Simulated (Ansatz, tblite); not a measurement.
## A script for Cs$_{2}$AgBiBr$_{6}$ (GFN1-xTB)

These are simulated results from tblite 0.8.0, not measurements. The cell was built from a prototype and was relaxed with r2SCAN in plane waves (Ansatz 0.2.0). It may be hypothetical. All runs are without spin polarisation.

It is cubic, Fm-3m (No. 225); a = 11.345 Å in the conventional setting, 36.51 Å³ an atom. Around Cs lie 12 Br at 4.01 Å; around Ag lie 6 Br at 2.82 Å; around Bi lie 6 Br at 2.86 Å; around Br lie 1 Ag at 2.82 Å and 1 Bi at 2.86 Å and 4 Cs at 4.01 Å.

tblite solves periodic systems at the zone centre alone, so the script builds a cluster of 1×1×1 conventional cells (40 atoms), which folds in a coarse mesh of k points.

The script, run.py:

```python
import json
from ase import Atoms
from ase.build import make_supercell
from ase.units import Bohr, GPa, Hartree
from tblite.interface import Calculator

atoms = Atoms(['Cs', 'Cs', 'Ag', 'Bi', 'Br', 'Br', 'Br', 'Br', 'Br', 'Br'],
              cell=[[-0.0, 5.672696, 5.672696], [5.672696, -0.0, 5.672696], [5.672696, 5.672696, 0.0]],
              scaled_positions=[[0.25, 0.25, 0.25], [0.75, 0.75, 0.75], [-0.0, -0.0, -0.0], [0.5, 0.5, 0.5], [0.24817, 0.75183, 0.75183], [0.24817, 0.75183, 0.24817], [0.75183, 0.24817, 0.75183], [0.75183, 0.24817, 0.24817], [0.75183, 0.75183, 0.24817], [0.24817, 0.24817, 0.75183]],
              pbc=True)
cluster = make_supercell(atoms, [[-1, 1, 1], [1, -1, 1], [1, 1, -1]])
calc = Calculator('GFN1-xTB', cluster.numbers, cluster.positions / Bohr, lattice=cluster.cell[:] / Bohr, periodic=cluster.pbc)
calc.set('temperature', 0.02 / Hartree)
calc.set('max-iter', 150)
res = calc.singlepoint()
levels = res.get('orbital-energies') * Hartree
nv = round(res.get('orbital-occupations').sum() / 2)
cells = len(cluster) // len(atoms)
out = {'energy_per_cell': res.get('energy') * Hartree / cells, 'homo': levels[nv - 1], 'lumo': levels[nv],
       'stress': (-res.get('virial') * Hartree / cluster.get_volume() / GPa).tolist(), 'charges': res.get('charges')[:len(atoms)].tolist(), 'electrons': 2 * nv / cells}
json.dump(out, open('results.json', 'w'))
for key, value in out.items():
    print(key, value)
```

Command: `python run.py`. It took 1.9 s on 1 thread of Arm Neoverse V1 (shared host), peak memory 0.11 GiB.

Output:

```
------------------------------------------------------------
  cycle        total energy    energy error   density error
------------------------------------------------------------
      1     -117.6886225589  -1.1748857E+02   7.7714299E-01
      2     -96.62999693925   2.1058626E+01   3.4901262E-01
      3      1007.121397113   1.1037514E+03   1.3776907E+00
      4     -92.41589500554  -1.0995373E+03   3.5302262E-01
      5     -117.0326837641  -2.4616789E+01   1.2894120E-01
      6     -120.9927568950  -3.9600731E+00   5.5533973E-02
      7     -121.1067201071  -1.1396321E-01   4.0232785E-02
      8     -121.7194050427  -6.1268494E-01   1.4133595E-02
      9     -121.7643415432  -4.4936501E-02   6.1846354E-03
     10     -121.7584254884   5.9160548E-03   4.1629339E-03
     11     -121.7641463678  -5.7208794E-03   2.3031735E-03
     12     -121.7660946891  -1.9483213E-03   5.0581636E-04
     13     -121.7661088029  -1.4113844E-05   8.1641275E-05
     14     -121.7661098530  -1.0500296E-06   3.1207145E-05
     15     -121.7661100807  -2.2775247E-07   1.6636072E-05
------------------------------------------------------------

 total:                                   1.311 sec
energy_per_cell -828.356156523087
homo 26.256371296832192
lumo 28.22819799138966
stress [[-1.775939352182567, -0.00033276115484067484, -0.0003327611548147139], [-0.00033276115484066904, -1.7759393521809617, -0.00033276115484524675], [-0.0003327611548147037, -0.00033276115484523965, -1.7759393521815512]]
charges [0.6898407218339793, 0.6858477020112073, 0.07513045796264706, 0.8025194610471966, -0.3750721597120941, -0.3750947835099454, -0.37507215971215685, -0.3750947835098945, -0.37507215971211466, -0.375094783509933]
electrons 60.0
```

The cycle table is in hartree for the whole cluster, and the lines after it are in eV (the energy for one cell). The printed stress is in GPa and positive in compression, and the pressure is its mean diagonal.

GFN1-xTB gives a gap of 1.97 eV. On the same cell, plane-wave PBE (Ansatz, 4×4×4 k points and the special points) gives a gap of 1.28 eV and r2SCAN a gap of 1.67 eV; on shared hosts these took about 22 and 46 core-seconds on the 10-atom cell, against 1.9 for the script. Spin-orbit coupling, left out in all these runs, can cut or reorder the gap by tenths of an eV, up to about 1 eV with Pb or Bi. xTB was fitted to molecules, so gaps, charges and pressures of solids can be far off, and the gap also depends on the size of the cluster.

The same script was run on cells scaled at fixed shape and fractional coordinates:

```
volume (Å³/atom)  energy (meV/atom)  pressure (GPa, positive in compression)  gap (eV)
           32.13                5.4                                     2.74      1.61
           34.32              -12.5                                     0.06      1.83
           36.51                0.0                                    -1.78      1.97
           38.70               33.5                                    -3.04      2.05
           40.89               81.5                                    -3.92      2.08
```

A Birch-Murnaghan fit puts the minimum at 34.38 Å³/atom, 5.8 % below the given cell, with a bulk modulus of 34.2 GPa at fixed shape.

xTB was fitted mostly to molecules, and a small cluster samples few k points, so gaps, pressures and kinks along a curve can be far from a solid's.

Spin-orbit coupling is left out; in compounds of Pb, Bi, Tl or Hg it can lower a gap by up to about 1 eV, split its edges or invert the bands.
